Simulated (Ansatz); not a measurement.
# BrCl2HSi + H2: a complex and its separated parts

The complex below is one end of an elementary step. How strongly is it bound against its free parts?

Method: PBE0-D4/def2-TZVP structures, single points in def2-TZVPP, no counterpoise correction; program: Ansatz 0.2.0, Gaussian basis.

Levels: SPW92, PBE-D4, BLYP-D4, r2SCAN-D4, B97M-V, PBE0-D4, B3LYP-D4, r2SCAN0-D4, BHLYP-D4, CAM-B3LYP-D4, wB97X-V, wB97M-V, B2PLYP, PBE-QIDH, RPA on PBE, Hartree-Fock, MP2, CCSD, CCSD(T).

Cores are frozen in the correlated methods. Filled d shells of the heavier atoms are correlated. B3LYP uses VWN-RPA correlation. B2PLYP carries no dispersion term here.

94 further runs of the same task are left out: 94 set aside as unsound or not needed.

## Step 1: Where the work starts

The complex: 7 atoms, charge 0, spin multiplicity 1.

Atoms are counted from 1 here; the program's logs count them from 0.

Bond lengths: Si1–Cl3 2.030 Å, Si1–Cl4 2.031 Å, Si1–H5 1.470 Å, Si1–Br7 2.197 Å, H2–H6 0.746 Å. Angles: Cl3–Si1–Cl4 109.5°, Cl3–Si1–H5 109.3°, Cl3–Si1–Br7 109.8°, Cl4–Si1–H5 109.3°, Cl4–Si1–Br7 109.8°, H5–Si1–Br7 109.2°.

As a file:

```mol
BrCl2H3Si
  3D, bonds by distance, orders not assigned

  7  5  0  0  0  0  0  0  0  0999 V2000
    0.5560   -1.0024   -0.3085 Si  0  0
   -1.6380    2.0737    0.8157 H   0  0
   -1.0013   -0.7019   -1.5763 Cl  0  0
   -0.1406   -1.1897    1.5896 Cl  0  0
    1.2620   -2.2343   -0.6900 H   0  0
   -0.9856    2.3613    0.5953 H   0  0
    1.9474    0.6934   -0.4257 Br  0  0
  1  3  8  0
  1  4  8  0
  1  5  8  0
  1  7  8  0
  2  6  8  0
M  END
```

Its parts: BrCl2HSi holds atoms 1, 3, 4, 5, 7; H2 holds atoms 2, 6. Each part counts its atoms afresh in its own runs.

## Step 2: Relaxing BrCl2HSi alone

The input, relax-a/in.yaml:

```yaml
crystal:
  periodic: [false, false, false]
  atoms:
    - {symbol: Si, position_ang: [0.556019, -1.002442, -0.308488]}
    - {symbol: Cl, position_ang: [-1.001291, -0.701942, -1.576317]}
    - {symbol: Cl, position_ang: [-0.140616, -1.189746, 1.589607]}
    - {symbol: H, position_ang: [1.262024, -2.234256, -0.690024]}
    - {symbol: Br, position_ang: [1.947378, 0.693401, -0.425677]}
basis:
  gaussian: {orbitals: def2-TZVP}
hamiltonian: {xc: pbe0, dispersion: d4}
relax: {f_tol: 0.005, max_steps: 200}
```

Run with:

```
ansatz run in.yaml --threads 4 --pin off --events-out ev --progress --plain --max-ram 9574MiB
```

Further steps of the session: Relaxing H2 alone; SPW92/def2-TZVPP; PBE-D4/def2-TZVPP; BLYP-D4/def2-TZVPP; r2SCAN-D4/def2-TZVPP; B97M-V/def2-TZVPP; PBE0-D4/def2-TZVPP; B3LYP-D4/def2-TZVPP; r2SCAN0-D4/def2-TZVPP; BHLYP-D4/def2-TZVPP; CAM-B3LYP-D4/def2-TZVPP; wB97X-V/def2-TZVPP; wB97M-V/def2-TZVPP; B2PLYP/def2-TZVPP; PBE-QIDH/def2-TZVPP; RPA on PBE/def2-TZVPP; CCSD(T)/def2-TZVPP; Vibrations of BrCl2HSi; Vibrations of H2.

What does the calculation give? Wanted: complex less parts, CCSD(T)/def2-TZVPP; with zero-point energy; largest T1 diagnostic.

As calculated:

| quantity | value |
| --- | --- |
| complex less parts, CCSD(T)/def2-TZVPP | -1.67 kJ/mol |
| with zero-point energy | +0.83 kJ/mol |
| largest T1 diagnostic | 0.008 |

At CCSD(T) the complex lies 1.67 kJ/mol below its parts. The functionals run from r2SCAN-D4, off by +0.04 kJ/mol, to SPW92, off by -2.89 kJ/mol, against CCSD(T). By rung, the mean size of the error is: LDA 2.89, GGA 0.98, meta-GGA 0.41, hybrid 0.64, range-separated hybrid 0.89, double hybrid 1.23 kJ/mol. PBE-D4 gives a relative energy 1.58 kJ/mol too low, an error of 95 % of the reference. No counterpoise was applied, and triple zeta lacks some correlation, so the CCSD(T) reference has a basis error of its own, and close matches with it are partly luck.
